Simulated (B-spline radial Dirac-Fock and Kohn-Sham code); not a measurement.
# Internal conversion in Al

The question: how often a nuclear transition in Al ejects an electron in place of a γ ray, by multipolarity.

Method: internal conversion coefficients: Dirac-Hartree-Slater potential of the neutral atom with a Latter tail, no hole, finite nucleus with surface currents; computed with B-spline radial Dirac-Fock and Kohn-Sham code, version 5.

### 1 The atom as given

The Al atom, [Ne] 3s2 3p1.

```
nuclear charge     : 13
electrons          : 13
mass number        : 27
nuclear rms radius : 3.061 fm
```

Outer shells as boxes (Hund's rule, for the drawing alone; heavy ions are jj-coupled, and the calculation averages over the configuration):

```
[Ne] core
3s [↑↓]
3p [↑ ][  ][  ]
```

### 2 18.70 keV

The item in task.json (cfg lists n, l and electrons):

```json
{
  "Z": 13,
  "q": 0,
  "cfg": [[1, 0, 2], [2, 0, 2], [2, 1, 6], [3, 0, 2], [3, 1, 1]],
  "A": 27,
  "rrms": 3.061,
  "tag": "ground",
  "do": "conversion",
  "edges": {"K": 1559.0, "L1": 117.8, "L2": 72.9, "L3": 72.5, "M1": 4.0, "M2": 2.0, "M3": 2.0},
  "gamma": [14.0, 18.7, 42.3, 84.7, 200, 438.0, 1000, 1380.0, 2000]
}
```

Launch:

```sh
python xray2_run.py task.json out
```

This run: transition_energy = 18.7.

### 3 84.70 keV

This run: transition_energy = 84.7.

### 4 438.0 keV

This run: transition_energy = 438.0.

### 5 1380 keV

This run: transition_energy = 1380.0.

(Steps that only read results are left out.)

Before running it: what results should come out?

**Answer**, as computed:

| quantity | value |
| --- | --- |
| E1, M1, E2 at 438.0 keV | 7.97e-05, 9.42e-05, 3.16e-04 |
| share of decays by electrons for M1 there | 0.00942 % |

What this shows: At 438.0 keV γ emission outweighs conversion for every multipole up to E3 and M3. From 18.70 to 1380 keV the M1 coefficient goes as energy to the power -2.4. L1/L3 is 504 for M1 and 217 for E2, so the L lines reveal the mixture. Pair formation and nuclear penetration beyond the surface-current model are left out.
